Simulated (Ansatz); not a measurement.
# Sr2C: a single-point run

Aim: a sound single-point run of Sr2C. The structure is shown as the input types it. The cell is built on a prototype (antifluorite) and needn't be the phase found in nature.

Method: density functional or hybrid calculation with the settings of its input, plane waves (as first typed), in Ansatz 0.2.0.

7 further runs of the same task are left out: 3 for a known fault of the program, 4 that didn't finish.

### Step 1. Starting point

Symmetry: Fm-3m, No. 225, cubic system. Conventional cell: a = 6.720 Å, b = 6.720 Å, c = 6.720 Å, α = 90.00°, β = 90.00°, γ = 90.00°. C (site symmetry m-3m) is surrounded by 8 Sr at 2.91 Å. Sr (site symmetry -43m) is surrounded by 4 C at 2.91 Å.

Structure file:

```cif
data_structure
_symmetry_space_group_name_H-M 'P 1'
_symmetry_Int_Tables_number 1
_cell_length_a 4.7520
_cell_length_b 4.7520
_cell_length_c 4.7520
_cell_angle_alpha 60.000
_cell_angle_beta 60.000
_cell_angle_gamma 60.000
_cell_volume 75.88
loop_
_atom_site_label
_atom_site_type_symbol
_atom_site_fract_x
_atom_site_fract_y
_atom_site_fract_z
_atom_site_occupancy
C1 C 0.00000 0.00000 0.00000 1
Sr1 Sr 0.25000 0.25000 0.25000 1
Sr2 Sr 0.75000 0.75000 0.75000 1
```

### Step 2. The run

The input, input.yaml:

```yaml
crystal:
  lattice:
    - [0.0, 3.3601424502, 3.3601424502]
    - [3.3601424502, 0.0, 3.3601424502]
    - [3.3601424502, 3.3601424502, 0.0]
  atoms:
    - { symbol: C, position: [0.0, 0.0, 0.0] }
    - { symbol: Sr, position: [0.25, 0.25, 0.25] }
    - { symbol: Sr, position: [0.75, 0.75, 0.75] }
kpoints:
  mp_grid: { grid: [4, 4, 4] }
hamiltonian:
  xc: hse06
scf:
  occupations: { method: fermi_dirac, width: 0.02 }
  n_extra_bands: 4
  max_iter: 59
output:
  forces: true
  stress: true
  eigenvalues: true
basis:
  ecutwfc: 0
```

The run is started by

```
$ ansatz run input.yaml --threads 4 --pin off --max-ram 3686MiB --backend cpu --events-out ev --progress --plain --runs-dir out
```

Q: Will this input give a usable result? If not, why, and what should change?

Nothing was computed: the input was turned down at the start. The line that matters: «invalid value for `basis.ecutwfc`: must be finite and > 0; got 0 eV»

The suspect setting: basis.ecutwfc is 0. The program checks this value's range before starting, and it fails the check.

The cure: delete basis.ecutwfc (the default then holds).
